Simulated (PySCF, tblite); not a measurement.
# C4H11AsOSi2: geometry, infrared bands and NMR shifts

Aim: predict the infrared bands and NMR shifts of C4H11AsOSi2 (`C=C[SiH2][As]([SiH3])CC=O`).

Programs: tblite 0.8.0 and PySCF 2.14.0, with density-fitted response routines of our own. Each step states its level of theory. These are calculated values for one molecule in the gas phase, unless marked as measured. Atoms are numbered from 0 throughout.

### Step 1. The molecule as given

19 atoms, charge 0, multiplicity 1; geometry from: force field or distance geometry start.

Bonds of the start (Å): C0–C1 1.34, C1–Si2 1.87, Si2–As3 2.28, As3–Si4 2.28, As3–C5 1.95, C5–C6 1.50, C6–O7 1.24, C0–H8 1.10, C0–H9 1.09, C1–H10 1.10, Si2–H11 1.48, Si2–H12 1.45, Si4–H13 1.49, Si4–H14 1.49, Si4–H15 1.46, C5–H16 1.10, C5–H17 1.13, C6–H18 1.09.

### Step 2. Geometry optimisation with GFN2-xTB

What the job is given:

```
{"job": {"kind": "relax", "xc": "GFN2-xTB", "basis": "xTB"}, "charge": 0, "multiplicity": 1}
C     -3.944700    -0.223700     0.162900
C     -2.727600     0.220800    -0.185700
Si    -1.288300    -0.980300    -0.219200
As     0.569300    -0.033400     0.700400
Si     0.951400     2.143200     0.151100
C      2.140400    -1.179700     0.743200
C      3.370700    -0.553400     0.158700
O      4.456200    -1.157300     0.120900
H     -4.101600    -1.280200     0.411700
H     -4.804400     0.450200     0.203400
H     -2.562500     1.277800    -0.427800
H     -1.707400    -2.152800     0.583700
H     -1.130800    -1.446500    -1.578700
H      0.196900     2.585200    -1.056700
H      0.436800     2.981900     1.274800
H      2.374000     2.444400     0.079100
H      2.006900    -2.186300     0.314500
H      2.384800    -1.363000     1.830500
H      3.370000     0.462100    -0.244100
```

Run with:

```console
$ OMP_NUM_THREADS=1 python probes_run.py task.json out
```

The driver reads the jobs from task.json and runs them one after another.

**Question.** This job is followed by: GFN2-xTB harmonic vibrations, gas phase; GIAO PBE0/pcSseg-1 NMR shielding, non-relativistic, gas phase. Predict these results of the whole session: strongest single infrared mode (GFN2-xTB); zero-point energy (GFN2-xTB); ¹³C shifts against TMS (PBE0/pcSseg-1); ¹H shifts against TMS (PBE0/pcSseg-1, means over atoms taken as alike); ²⁹Si shifts against TMS (PBE0/pcSseg-1); ⁷⁵As shifts against AsH3 (PBE0/pcSseg-1); ¹⁷O shifts against H2O (PBE0/pcSseg-1).

As calculated:

| quantity | value |
| --- | --- |
| strongest single infrared mode (GFN2-xTB) | 763 cm⁻¹, 365 km/mol |
| zero-point energy (GFN2-xTB) | 79.4 kcal/mol |
| ¹³C shifts against TMS (PBE0/pcSseg-1) | 195.1, 146.4, 138.7, 36.2 ppm |
| ¹H shifts against TMS (PBE0/pcSseg-1, means over atoms taken as alike) | 9.50, 6.56, 6.42, 6.33, 5.01, 4.01, 2.51 ppm |
| ²⁹Si shifts against TMS (PBE0/pcSseg-1) | -43.0, -75.4 ppm |
| ⁷⁵As shifts against AsH3 (PBE0/pcSseg-1) | 232 ppm |
| ¹⁷O shifts against H2O (PBE0/pcSseg-1) | 608.7 ppm |

In words: Over 207 steps the energy fell by 1.323 eV; of the close pairs, As3–C5 changed most, 1.945 to 2.019 Å. The lowest mode is imaginary (46i cm⁻¹), so the xTB geometry is not a minimum. The strongest single mode, at 763 cm⁻¹, moves mainly H15 and H13. Unscaled tight-binding wavenumbers are off by several per cent, some by more. Its intensities can rank the bands wrongly. C6 (aldehyde carbonyl carbon) lies farthest downfield among carbon, at 195.1 ppm; low-lying n→π* states of the double bond to the heteroatom give a large paramagnetic term (-260 ppm). The most deshielded hydrogen is H18 (hydrogen on an aldehyde carbonyl carbon), at 9.50 ppm: the C=O anisotropy and electron withdrawal place aldehyde protons far downfield. At PBE0/pcSseg-1: Shielding is most anisotropic at O7 (span 1145 ppm, paramagnetic term -674 ppm). Spin-orbit coupling is left out, which matters for shieldings and couplings at and beside the heavy atoms.
